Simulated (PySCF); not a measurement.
**BrF: from the state search to spectroscopic constants**

The task here is to estimate one member of a computed series from the others.

Computed with PySCF 2.14.0. Level: Br def2-TZVPP, F def2-TZVPP, no relativity.

The first run:

Settings of the job:

- atoms: Br, F
- charge: 0
- basis: Br def2-TZVPP, F def2-TZVPP
- Hamiltonian: no relativity
- basis functions: 79
- electrons treated: 44
- masses in u: 78.9183, 18.9984
- levels: PBE0, PBE, r²SCAN, TPSS, TPSSh, revPBE, M06-L, ωB97M-V, HF, MP2, SCS-MP2, CCSD, CCSD(T)
- grid: 80 radial by 434 angular points
- occupations: held fixed by the projection of orbital angular momentum
- dissociation limit: Br + F, each in its ground configuration
- starting distance in angstrom: 1.730
- values of 2S to try: 0, 2

Started as:

```bash
$ OMP_NUM_THREADS=1 python dia.py task.json out
```

Steps of the session up to this table: Set-up; First curve: PBE0; Other states along the same grid; PBE; r²SCAN; TPSS; TPSSh (hybrid meta-GGA); revPBE (GGA); M06-L (meta-GGA); ωB97M-V (range-separated hybrid); RHF (mean field); MP2 and coupled cluster.

One of the session's tables, all rows but one given; the rest of the session is left out.

Energy (eV) from each level's lowest point:

```
R (Å)    RHF  RHF-MP2  RHF-SCS-MP2  RHF-CCSD  RHF-CCSD(T)
1.512  1.025    1.324        1.352       n/a          n/a
1.582  0.382    0.587        0.609     0.561        0.609
1.653  0.073    0.185        0.200     0.171        0.201
1.705  0.000    0.042        0.050     0.036        0.051
1.758  0.027    0.000        0.000     0.000        0.000
1.811      ?        ?            ?         ?            ?
1.881  0.352    0.164        0.143     0.176        0.136
1.969  0.722    0.417        0.379     0.434        0.361
2.074  1.241    0.791        0.732     0.811        0.690
2.215  1.979    1.328        1.237       n/a          n/a
```

Estimate the missing values for R (Å) = 1.811.

Worked estimate for «RHF». A straight line through the neighbours (1.758, 0.027) and (1.881, 0.352) gives 0.027 + (0.352 − 0.027) × (1.811 − 1.758) / (1.881 − 1.758) = 0.167; a parabola fitted to 4 rows on both sides gives 0.137.

The run gave: RHF: 0.129; RHF-MP2: 0.034; RHF-SCS-MP2: 0.025; RHF-CCSD: 0.039; RHF-CCSD(T): 0.023. In «RHF» the line misses by +0.038 and the parabola by +0.008.

State 2 has its PBE0 minimum 1.84 eV higher. The other levels ran on the lowest alone.
